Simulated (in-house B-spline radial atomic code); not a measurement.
# Ba³³⁺: excited configurations

Aim: the energies of several excited configurations of Ba³³⁺ above a reference configuration, each from its own self-consistent run.

Method: Dirac-Hartree-Fock, average of configuration, Fermi nucleus, basis-set limit. Code: in-house B-spline radial atomic code version 1.

## (1) What is computed

```
element       : barium (Z = 56)
charge        : +33
electrons     : 23
configuration : [Ar] 3d5
Hamiltonian   : Dirac-Coulomb
nucleus       : Fermi, rms radius 4.838 fm
```

The outer shells:

[Ar] 3d5
```
[Ar] core
3d [↑ ][↑ ][↑ ][↑ ][↑ ]
```

The boxes draw the filling by Hund's rule, which heavy ions in jj coupling don't follow; these runs average over all states of the configuration.

The run's settings:

```ini
Z = 56
electrons = 23.0
configuration = [Ar] 3d5
hamiltonian = dirac
method = hf
spin_polarised = False
nucleus = fermi
rms_radius = 4.8378
mass_number = 138
atomic_mass = 137.905247059
speed_of_light = 137.035999084
```

The reference is known from an earlier run: -7393.430681 hartree in all. Up to eight levels, counted from the top:

| orbital | occupation | energy (eV) | <r> (bohr) |
| --- | --- | --- | --- |
| 2s1/2 | 2 | -7536.57 | 0.1085 |
| 2p1/2 | 2 | -7180.01 | 0.09138 |
| 2p3/2 | 4 | -6792.82 | 0.09720 |
| 3s1/2 | 2 | -2614.83 | 0.2765 |
| 3p1/2 | 2 | -2466.93 | 0.2650 |
| 3p3/2 | 4 | -2380.61 | 0.2747 |
| 3d3/2 | 2 | -2163.53 | 0.2419 |
| 3d5/2 | 3 | -2144.53 | 0.2449 |

## (2) Configuration [Ne] 3s2 3p5 3d5 7p1

The run's settings:

```ini
Z = 56
electrons = 23.0
configuration = [Ne] 3s2 3p5 3d5 7p1
hamiltonian = dirac
method = hf
spin_polarised = False
nucleus = fermi
rms_radius = 4.8378
mass_number = 138
atomic_mass = 137.905247059
speed_of_light = 137.035999084
```

## (3) Run with [Ne] 3s2 3p5 3d5 6g1

Changes to the settings of step 2:

```diff
@@ -2,3 +2,3 @@
 electrons = 23.0
-configuration = [Ne] 3s2 3p5 3d5 7p1
+configuration = [Ne] 3s2 3p5 3d5 6g1
 hamiltonian = dirac
```

## (4) Run with [Ne] 3s2 3p5 3d5 4f1

Changes to the settings of step 3:

```diff
@@ -2,3 +2,3 @@
 electrons = 23.0
-configuration = [Ne] 3s2 3p5 3d5 6g1
+configuration = [Ne] 3s2 3p5 3d5 4f1
 hamiltonian = dirac
```

## (5) Run with [Ne] 3s2 3p5 3d6

Changes to the settings of step 4:

```diff
@@ -2,3 +2,3 @@
 electrons = 23.0
-configuration = [Ne] 3s2 3p5 3d5 4f1
+configuration = [Ne] 3s2 3p5 3d6
 hamiltonian = dirac
```

## (6) Run with [Ar] 3d4 7p1

Changes to the settings of step 5:

```diff
@@ -2,3 +2,3 @@
 electrons = 23.0
-configuration = [Ne] 3s2 3p5 3d6
+configuration = [Ar] 3d4 7p1
 hamiltonian = dirac
```

How far above the reference does each configuration lie (order and size, in eV)?

**Answer**, as computed:

| net move | configuration | energy above the reference (eV) | with Breit, QED, recoil (eV) | largest <r> (bohr) |
| --- | --- | --- | --- | --- |
| 3p → 3d | [Ne] 3s2 3p5 3d6 | 266.02 | 264.55 | 0.277 |
| 3p → 4f | [Ne] 3s2 3p5 3d5 4f1 | 1384.31 | 1381.91 | 0.494 |
| 3d → 7p | [Ar] 3d4 7p1 | 1790.59 | 1789.79 | 1.92 |
| 3p → 6g | [Ne] 3s2 3p5 3d5 6g1 | 1968.21 | 1965.77 | 1.28 |
| 3p → 7p | [Ne] 3s2 3p5 3d5 7p1 | 2048.69 | 2046.38 | 1.92 |

Quantum defects of the promoted electron, δ = n − ζ/√(−2ε) with ζ = 34 and ε its orbital energy in hartree:

| promotion | δ |
| --- | --- |
| 3p → 4f | 0.079 |
| 3d → 7p | 0.380 |
| 3p → 6g | 0.016 |
| 3p → 7p | 0.379 |

**Reading.** At the bottom stands 3p → 3d (266.02 eV), at the top 3p → 7p (2048.69 eV). Of those tabulated, the defect is largest for 7p (0.38) and least for 6g (0.02); at this charge much of the defect is relativistic. Two partly filled shells share a symmetry and can mix in the average, which may lower the energy, for: 3p → 7p. These are averages over configurations, without correlation, not spectroscopic levels.
